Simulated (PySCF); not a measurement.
**NaSe+: from the state search to spectroscopic constants**

An exercise on one series of results from a longer session: the logs are not shown, and one member is left open.

Computed with PySCF 2.14.0. Level: Na def2-SVP, Se def2-SVP, no relativity.

The first run:

The job is set up so:

```yaml
atoms: Na, Se
charge: 1
basis: Na def2-SVP, Se def2-SVP
Hamiltonian: no relativity
basis_functions: 47
electrons_treated: 44
masses_in_u: 22.9898, 79.9165
levels: PBE0, PBE, r²SCAN, M06-L, TPSSh, r²SCANh, LC-ωPBE, HF, MP2, SCS-MP2, CCSD, CCSD(T)
grid: 80 radial by 434 angular points
occupations: held fixed by the projection of orbital angular momentum
dissociation_limit: Na+ + Se, each in its ground configuration
starting_distance_in_angstrom: 2.790
values_of_2S_to_try: 0, 2
```

On the command line:

```bash
OMP_NUM_THREADS=1 python dia.py task.json out
```

Steps of the session up to this table: Input; First curve: PBE0; Excited determinants; PBE (GGA); r²SCAN (meta-GGA); M06-L; TPSSh; r²SCANh; LC-ωPBE (range-separated hybrid); UHF (mean field); MP2 and coupled cluster.

One of the session's tables, all rows but one given; the rest of the session is left out.

It belongs to the step «Constants by level of theory». 

| level | Re (Å) | ωe (cm⁻¹) | De (eV) |
| --- | --- | --- | --- |
| UHF | 3.069 | 137.6 | 0.55 |
| UHF-MP2 | 3.060 | 140.6 | 0.59 |
| UHF-SCS-MP2 | 3.064 | 139.9 | 0.59 |
| UHF-CCSD | 3.063 | 140.6 | 0.60 |
| UHF-CCSD(T) | 3.064 | 140.8 | 0.60 |
| PBE | 3.001 | 146.5 | 0.69 |
| r²SCAN | 3.022 | 142.1 | 0.60 |
| M06-L | 3.106 | 123.0 | 0.56 |
| TPSSh | 3.017 | 143.6 | 0.63 |
| r²SCANh | 3.017 | 142.8 | 0.60 |
| PBE0 | 2.997 | 146.6 | 0.64 |
| LC-ωPBE | ? | ? | ? |

Q: Estimate the row for LC-ωPBE from the others.

As computed: Re (Å): 2.996; ωe (cm⁻¹): 145.3; De (eV): 0.59. In the column «Re (Å)» it is the lowest.

De is counted to Na+ + Se in their ground configurations.
